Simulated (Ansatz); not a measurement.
Write a Python script for Ansatz 0.2.0, Python API that makes the levels without and with spin-orbit coupling of TlS, space group Pm-3m. Level of theory (first run): LDA, PAW, cutoff 558 eV, 9×9×9 k-points, cold smearing of 0.15 eV.

```
CELL_PARAMETERS angstrom
3.59564 0.00000 0.00000
0.00000 3.59564 0.00000
0.00000 0.00000 3.59564
ATOMIC_POSITIONS crystal
Tl 0.50000 0.50000 0.50000
S 0.00000 0.00000 0.00000
```

The script, `soc.py`:
```python
"""What spin-orbit coupling does to the bands of TlS."""

import ansatz as az

lattice = az.Lattice.of(
    [3.59564, 0.0, 0.0],
    [0.0, 3.59564, 0.0],
    [0.0, 0.0, 3.59564],
)
sites = [
    ("Tl", [0.5, 0.5, 0.5]),
    ("S", [0.0, 0.0, 0.0]),
]
tls = az.Crystal(lattice=lattice)
for symbol, position in sites:
    tls = tls.atom(symbol, position)

job = (
    tls.calculation()
    .functional("LDA")
    .kpoints(9)
    .basis(41 * az.Ry)
    .occupations(az.OccupationsMethod.COLD, width=0.15)
    .band_table()
)
for label, variant in (("scalar-relativistic", job), ("spin-orbit", job.spin(soc=True))):
    data = variant.run(threads=1).report
    zero = data["band_edges_ev"][0] if data.get("band_edges_ev") else data["fermi_energy_ev"]
    near = [round(e - zero, 3) for e in data["eigenvalues_ev"][0] if abs(e - zero) < 4]
    print(label)
    print("  band edges (eV):", [round(e, 3) for e in data.get("band_edges_ev") or []] or "none reported")
    print("  levels at k =", data["kpoints_frac"][0], "within 4 eV of the zero:", near)
```

```console
$ python soc.py
scalar-relativistic
  band edges (eV): none reported
  levels at k = [0.0, 0.0, 0.0] within 4 eV of the zero: [-1.02, -1.02, -1.02]
spin-orbit
  band edges (eV): none reported
  levels at k = [0.0, 0.0, 0.0] within 4 eV of the zero: [-1.242, -1.242, -0.938, -0.938, -0.938, -0.938]
```

Caveats:
- This cell is a computed structure, which may not be the phase found in nature.
- Gaps and levels are Kohn-Sham values on a finite set of k-points.
- With spin-orbit coupling each level holds one electron and, with inversion or at time-reversal points, comes in pairs; a window in energy can cut a split set.
- The whole script took 9.7 s on 1 thread of Arm Neoverse V2 (shared host), peak memory 0.52 GiB.
